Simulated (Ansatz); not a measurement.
The system is CuO2.

```
Cu O
1.0
     1.41261   -5.21075    0.00000
     1.41261    5.21075    0.00000
     0.00000    0.00000    4.34342
Cu O
2 4
Direct
  0.16725 0.83275 0.75000
  0.83275 0.16725 0.25000
  0.78897 0.21103 0.75000
  0.21103 0.78897 0.25000
  0.55149 0.44851 0.75000
  0.44851 0.55149 0.25000
```

The cell comes from a database or a generator and needn't be the stable form of this composition.

- Program: Ansatz 0.2.0
- Task: relaxation of cell and atoms
- Functional: PBEsol
- Potentials or basis: Ansatz PAW
- Cutoff: 420 eV (not typed: the program's choice for these potentials)
- k mesh: 10 × 10 × 6
- Occupations: fermi-dirac, width 0.05 eV
- Spin: no spin polarisation
- Hubbard terms: Cu d U = 2 eV

At the start: volume 10.66 Å³/atom.

Where does the relaxation end?

It ends after 15 steps and the volume is 9.48 Å³/atom (-11.1 %); space group Cmcm (No. 63, to 0.05 Å).

Step by step:
```tsv
step	energy change (eV)	largest force (eV/Å)	volume (Å³)
1	0.0000	0.4894	63.94
2	-0.1420	0.2924	59.94
3	-0.1948	0.2057	55.68
4	-0.2000	0.1126	57.69
5	-0.2000	0.1351	57.94
6	-0.2036	0.0247	57.65
7	-0.2041	0.0152	57.58
8	-0.2044	0.0022	57.55
9	-0.1834	0.0044	57.55
10	-0.1883	0.0084	56.95
11	-0.1882	0.0031	56.96
12	-0.1882	0.0004	56.96
13	-0.1848	0.0006	56.96
14	-0.1853	0.0009	56.87
15	-0.1848	0.0009	56.87
```

Final structure:
```
Cu O
1.0
     1.39754   -4.83784    0.00000
     1.39754    4.83784    0.00000
     0.00000    0.00000    4.20602
Cu O
2 4
Direct
  0.15604 0.84396 0.75000
  0.84396 0.15604 0.25000
  0.78456 0.21544 0.75000
  0.21544 0.78456 0.25000
  0.52925 0.47075 0.75000
  0.47075 0.52925 0.25000
```

Caveat: the plane-wave basis is chosen anew once the cell has moved, so the energies of steps on either side of that aren't comparable; the pressure holds a Pulay correction of +1.0 GPa for the finite cutoff; the run has no spin polarisation, though such a crystal can be magnetic; U without spin polarisation on a metal has little footing; the PAW data sets come from PBE, with cores solved anew for the run's functional, which leaves a small shift of forces and pressure.
